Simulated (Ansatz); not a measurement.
# GeH₄Cl (doublet): wave-function methods side by side at distance Ge1–H5 along a hydrogen transfer = 1.874 Å, cc-pVDZ

How much of the correlation energy of GeH₄Cl (doublet) does each wave-function method recover here?

Program: Ansatz 0.2.0, Gaussian basis. Level of theory: cc-pVDZ, core rule «outside noble gas», up to 19 orbitals frozen. These are calculated values, not measurements.

Plan: UHF; CCSD(T) on ROHF; CCSD(T) on UHF; BCCD(T) on ROHF; CISD; CCSDT(Q) on ROHF; CCSDT(Q) on UHF; CASSCF and MRCISD+Q, 3 electrons in 3 orbitals; CASSCF and NEVPT2, 3 electrons in 3 orbitals; CASSCF and MRCISD+Q, 15 electrons in 12 orbitals; CASSCF and NEVPT2, 15 electrons in 12 orbitals.

**1. The geometry**

The geometry derives from fragments relaxed apart (PBE0/def2-TZVP) and kept rigid, so it is no stationary point. A hydrogen atom is moved between rigid fragments. No spin-orbit coupling is included. The filled d shell of Ge may be among the frozen orbitals whatever the setting's name suggests; the logs give the count.

6 atoms, charge 0, spin multiplicity 2.

Atoms are counted from 1 here; the program's logs count them from 0.

Bond lengths: Ge1–H2 1.534 Å, Ge1–H3 1.534 Å, Ge1–H4 1.534 Å, Ge1–H5 1.874 Å. Angles: H2–Ge1–H3 109.5°, H2–Ge1–H4 109.5°, H2–Ge1–H5 109.5°, H3–Ge1–H4 109.5°, H3–Ge1–H5 109.5°, H4–Ge1–H5 109.5°.

As a file:

```xyz
6

Ge   -1.1660    0.0000    0.0000
H    -1.6775    1.4466    0.0000
H    -1.6775   -0.7233    1.2528
H    -1.6775   -0.7233   -1.2528
H     0.7080    0.0000    0.0000
Cl    2.5120    0.0000    0.0000
```

**2. UHF**

in.yaml

```yaml
crystal:
  periodic: [false, false, false]
  atoms:
    - {symbol: Ge, position_ang: [-1.166009, 0.000000, 0.000000]}
    - {symbol: H, position_ang: [-1.677459, 1.446599, 0.000000]}
    - {symbol: H, position_ang: [-1.677459, -0.723300, 1.252792]}
    - {symbol: H, position_ang: [-1.677459, -0.723299, -1.252792]}
    - {symbol: H, position_ang: [0.707991, 0.000000, 0.000000]}
    - {symbol: Cl, position_ang: [2.511991, 0.000000, 0.000000]}
basis:
  gaussian: {orbitals: cc-pVDZ}
magnetization: {spin_polarized: true, initial_magnetization: 1}
hamiltonian: {xc: hf}
output: {orbitals: {seedname: orbitals}}
```

Started as:

```
$ ansatz run in.yaml --threads 1 --pin off --events-out ev --progress --plain --max-ram 4096MiB --backend cpu
```

Further steps of the session: CCSD(T) on ROHF; CCSD(T) on UHF; BCCD(T) on ROHF; CISD; CCSDT(Q) on ROHF; CCSDT(Q) on UHF; CASSCF and MRCISD+Q, 3 electrons in 3 orbitals; CASSCF and NEVPT2, 3 electrons in 3 orbitals; CASSCF and MRCISD+Q, 15 electrons in 12 orbitals; CASSCF and NEVPT2, 15 electrons in 12 orbitals.

**Question.** What will the summary of the whole plan be? Wanted: UCCSDT(Q) below the RHF energy; RMP2 from UCCSDT(Q); UMP2 from UCCSDT(Q); RCCSD from UCCSDT(Q); RCCSD(T) from UCCSDT(Q); UCCSD(T) from UCCSDT(Q); RCCSDT(Q) from UCCSDT(Q); NEVPT2 pair from UCCSDT(Q); MRCISD+Q pair from UCCSDT(Q).

The runs gave:

| quantity | value |
| --- | --- |
| UCCSDT(Q) below the RHF energy | -8.1253 eV |
| RMP2 from UCCSDT(Q) | +1395.0 meV |
| UMP2 from UCCSDT(Q) | +1442.2 meV |
| RCCSD from UCCSDT(Q) | +191.7 meV |
| RCCSD(T) from UCCSDT(Q) | +39.9 meV |
| UCCSD(T) from UCCSDT(Q) | +40.0 meV |
| RCCSDT(Q) from UCCSDT(Q) | +1.0 meV |
| NEVPT2 pair from UCCSDT(Q) | +1289.1 meV |
| MRCISD+Q pair from UCCSDT(Q) | +74.5 meV |
| NEVPT2 valence from UCCSDT(Q) | +1526.0 meV |
| levels within 1 kcal/mol (43 meV) | RCCSD(T), UCCSD(T), BCCD(T), RCCSDT, UCCSDT, RCCSDT(Q), MRCISD+Q valence |
| T1 diagnostic | 0.024 |
| effectively unpaired electrons | 1.03 |

**Reading.** RCCSD(T) lands +39.9 meV from the yardstick (0.5 % of the correlation energy). One determinant dominates. Of the multireference levels listed MRCISD+Q valence comes nearest in total energy (+42.2 meV), which doesn't show that its space is the better one. These misses are within one basis, not against nature; the frozen cores of restricted and unrestricted runs differ, which can shift their rows.
